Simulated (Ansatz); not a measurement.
Crystal: LiFeN.

```
CELL_PARAMETERS angstrom
3.10060 0.00000 0.00000
-1.55030 2.68520 0.00000
0.00000 0.00000 4.14534
ATOMIC_POSITIONS crystal
Fe 0.33333 0.66667 0.50000
N 0.00000 0.00000 0.50000
Li 0.00000 0.00000 0.00000
```

The cell comes from a database or a generator and needn't be the stable form of this composition.

| Item | Value |
| --- | --- |
| Program | Ansatz 0.2.0 |
| Task | single point |
| Functional | PBE |
| Potentials or basis | Ansatz PAW |
| Cutoff | 420 eV (not typed: the program's choice for these potentials) |
| k mesh | 10 × 10 × 7 |
| Occupations | fermi-dirac, width 0.05 eV |
| Spin | collinear spin, ferromagnetic start |
| Starting moments | [3.0, 0.0, 0.0] μB |

On this cell: pressure -1.1 GPa; largest force under 0.003 eV/Å; net moment -0.11 μB per cell; site moments Fe -0.10; N +0.00; Li +0.00 μB; band gap on the k mesh none (metal or under the smearing width).

The same run follows on a disturbed copy (atoms moved at random, drawn with an rms of 0.05 Å):

```
CELL_PARAMETERS angstrom
3.10060 0.00000 0.00000
-1.55030 2.68520 0.00000
0.00000 0.00000 4.14534
ATOMIC_POSITIONS crystal
Fe 0.33149 0.65398 0.50267
N 0.99281 0.00696 0.49526
Li 0.01010 0.01237 0.99761
```

Question: What does the disturbed cell give?

Answer: The energy (extrapolated to zero smearing) moves by +15.5 meV/atom; pressure -0.2 GPa; largest force 1.259 eV/Å; net moment 0.39 μB per cell; site moments Fe +0.34; N -0.00; Li -0.00 μB; band gap on the k mesh none (metal or under the smearing width).

Forces on the atoms (eV/Å):
```
Fe  -0.785  0.983  0.052
N    0.781 -0.911 -0.109
Li   0.004 -0.072  0.057
```

Stress tensor (GPa, compression positive):
```
-2.68  2.45 -0.12
 2.45  2.35  0.11
-0.12  0.11 -0.38
```

Caveats: the starting moments weren't kept (some runs).
